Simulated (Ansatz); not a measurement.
# C2H3AuFN: how energies converge with the basis set

An exercise on one series of results from a longer session: the logs are not shown, and one member is left open.

Computed with Ansatz 0.2.0, Gaussian basis. Level: one geometry, several basis sets.

The runs, in order: PBE0-D4/def2-SVP; ωB97M-V/def2-SVP; PBE0-D4/def2-QZVPP; ωB97M-V/def2-QZVPP; the functionals' def2-TZVPP values are taken from earlier runs.

### The relaxed structure

The geometry comes from an earlier relaxation with PBE0-D4 in a triple-zeta def2 set; it is a stationary point, not always the lowest conformer. Au takes the def2 core potential; no spin-orbit term is included.

8 atoms, charge 0, spin multiplicity 1.

Atoms are counted from 1 here; the program's logs count them from 0.

Bond lengths: C1–C2 1.443 Å, C1–H6 1.091 Å, C1–H7 1.091 Å, C1–H8 1.091 Å, C2–N3 1.145 Å, N3–Au4 1.927 Å, Au4–F5 1.920 Å. Angles: C2–C1–H6 109.8°, C2–C1–H7 109.8°, C2–C1–H8 109.8°, H6–C1–H7 109.1°, H6–C1–H8 109.1°, H7–C1–H8 109.1°, C1–C2–N3 180.0°, C2–N3–Au4 180.0°, N3–Au4–F5 180.0°.

Set-up of the first run:

Contents of in.yaml:

```yaml
crystal:
  periodic: [false, false, false]
  atoms:
    - {symbol: C, position_ang: [-1.331475, 0.077056, -1.107445]}
    - {symbol: C, position_ang: [-0.223258, 0.013069, -0.185752]}
    - {symbol: N, position_ang: [0.656210, -0.037732, 0.545691]}
    - {symbol: Au, position_ang: [2.135964, -0.123552, 1.776548]}
    - {symbol: F, position_ang: [3.610808, -0.209272, 3.003386]}
    - {symbol: H, position_ang: [-1.451615, 1.098661, -1.472123]}
    - {symbol: H, position_ang: [-1.147142, -0.585227, -1.955091]}
    - {symbol: H, position_ang: [-2.249482, -0.233004, -0.605224]}
basis:
  gaussian: {orbitals: def2-SVP}
hamiltonian: {xc: pbe0, dispersion: d4}
output: {orbitals: {seedname: orbitals}}
```

The run is started by

```bash
> ansatz run in.yaml --threads 4 --pin off --events-out ev --progress --plain --max-ram 10444MiB
```

Steps of the session up to this table: PBE0-D4 in def2-SVP; ωB97M-V in def2-SVP; PBE0-D4 in def2-QZVPP; ωB97M-V in def2-QZVPP.

One of the session's tables, all rows but one given; the rest of the session is left out.

It belongs to the step «Functionals by basis». 

| functional | basis | HOMO (eV) |
| --- | --- | --- |
| PBE0-D4 | def2-SVP | -7.34 |
| PBE0-D4 | def2-TZVPP | -7.41 |
| PBE0-D4 | def2-QZVPP | -7.41 |
| ωB97M-V | def2-SVP | ? |
| ωB97M-V | def2-TZVPP | -9.62 |
| ωB97M-V | def2-QZVPP | -9.64 |

**Question.** Estimate the row for ωB97M-V, def2-SVP.

The run gave: HOMO (eV): -9.53. In the column «HOMO (eV)» it lies between ωB97M-V, def2-TZVPP (-9.62) and PBE0-D4, def2-TZVPP (-7.41).
